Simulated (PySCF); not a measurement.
**GaP⁻ (quartet) at other levels of theory**

What do other methods print for GaP⁻ (quartet)?

The runs use PySCF 2.14.0; each script names its method and basis.

1 further run of the same task is left out (it didn't finish).

**1. Starting geometry**

GaP⁻ (quartet): 2 atoms, charge -1, spin multiplicity 4.

Bond lengths: Ga1–P2 2.133 Å.

**2. The run that the others are compared with**

Contents of input.py:

```python
from pyscf import gto, scf, tdscf

mol = gto.M(
    atom='Ga 0 0 0; P 0 0 2.133',
    basis='cc-pvdz',
    charge=-1,
    spin=3,
    verbose=4,
)
mf = scf.UHF(mol)
mf = mf.density_fit(auxbasis='def2-universal-jkfit')
mf.kernel()
td = tdscf.TDA(mf)
td.nstates = 4
td.kernel()
td.analyze()
mf.dip_moment()
print('orbital energies (hartree):', [e[max(0, n-3):n+3].round(4) for e, n in zip(mf.mo_energy, mol.nelec)])
```

The run is started by

```sh
python input.py
```

**3. CASCI (ROHF)**

Variant 1 changes step after the SCF: tda → casci; SCF type: UHF → ROHF; active space: none → 7 electrons in 8 orbitals.

Contents of input.py:

```python
from pyscf import gto, scf, mcscf

mol = gto.M(
    atom='Ga 0 0 0; P 0 0 2.133',
    basis='cc-pvdz',
    charge=-1,
    spin=3,
    verbose=4,
)
mf = scf.ROHF(mol)
mf = mf.density_fit(auxbasis='def2-universal-jkfit')
mf.kernel()
mc = mcscf.CASCI(mf, 8, 7)
mc.kernel()
mc.analyze()
mf.dip_moment()
print('orbital energies (hartree):', mf.mo_energy[..., max(0, mol.nelec[1]-3):mol.nelec[0]+3].round(4))
```

**4. Wb97x (UKS)**

Variant 2 changes functional: none (Hartree–Fock) → wb97x; SCF type: UHF → UKS; step after the SCF: tda → analyze.

Contents of input.py:

```python
from pyscf import gto, dft

mol = gto.M(
    atom='Ga 0 0 0; P 0 0 2.133',
    basis='cc-pvdz',
    charge=-1,
    spin=3,
    verbose=4,
)
mf = dft.UKS(mol, xc='wb97x')
mf = mf.density_fit(auxbasis='def2-universal-jkfit')
mf.kernel()
mf.analyze()
print('orbital energies (hartree):', [e[max(0, n-3):n+3].round(4) for e, n in zip(mf.mo_energy, mol.nelec)])
```

**5. Polarisability**

Variant 3 changes step after the SCF: tda → polarizability.

input.py, as its differences from that of step 2:

```diff
@@ -1,2 +1,3 @@
-from pyscf import gto, scf, tdscf
+from pyscf import gto, scf
+from pyscf.prop.polarizability import uhf as pol
 
@@ -12,6 +13,4 @@
 mf.kernel()
-td = tdscf.TDA(mf)
-td.nstates = 4
-td.kernel()
-td.analyze()
+print('polarizability (a.u.)')
+print(pol.Polarizability(mf).polarizability().round(4))
 mf.dip_moment()
```

**6. Hcth407 (UKS)**

Variant 4 changes functional: none (Hartree–Fock) → hcth407; SCF type: UHF → UKS; step after the SCF: tda → analyze.

Contents of input.py:

```python
from pyscf import gto, dft

mol = gto.M(
    atom='Ga 0 0 0; P 0 0 2.133',
    basis='cc-pvdz',
    charge=-1,
    spin=3,
    verbose=4,
)
mf = dft.UKS(mol, xc='hcth407')
mf = mf.density_fit(auxbasis='def2-universal-jkfit')
mf.kernel()
mf.analyze()
print('orbital energies (hartree):', [e[max(0, n-3):n+3].round(4) for e, n in zip(mf.mo_energy, mol.nelec)])
```

**Question.** What will these runs give? Wanted: for each run, E(SCF); from base; gap, α spin; after the SCF.

The runs gave:

| run | E(SCF) (hartree) | from base (eV) | cycles | gap, α spin (eV) | after the SCF |
| --- | --- | --- | --- | --- | --- |
| base | -2263.889143 | 0 | 17 | 6.33 | lowest root found 0.39 eV |
| CASCI (ROHF) | -2263.867267 | +0.5953 | 15 | n/a | CASCI correlation -1.033 eV |
| wb97x (UKS) | -2266.119556 | not comparable | 14 | 5.55 | n/a |
| polarisability | -2263.889143 | 0.0000 | 17 | 6.33 | n/a |
| hcth407 (UKS) | -2267.158858 | not comparable | 13 | 0.51 | n/a |

What this shows: The highest filled level of this anion is positive: the basis lacks diffuse functions or the electron is not bound, so these numbers hang on the basis. A lower total energy from another functional means nothing by itself.
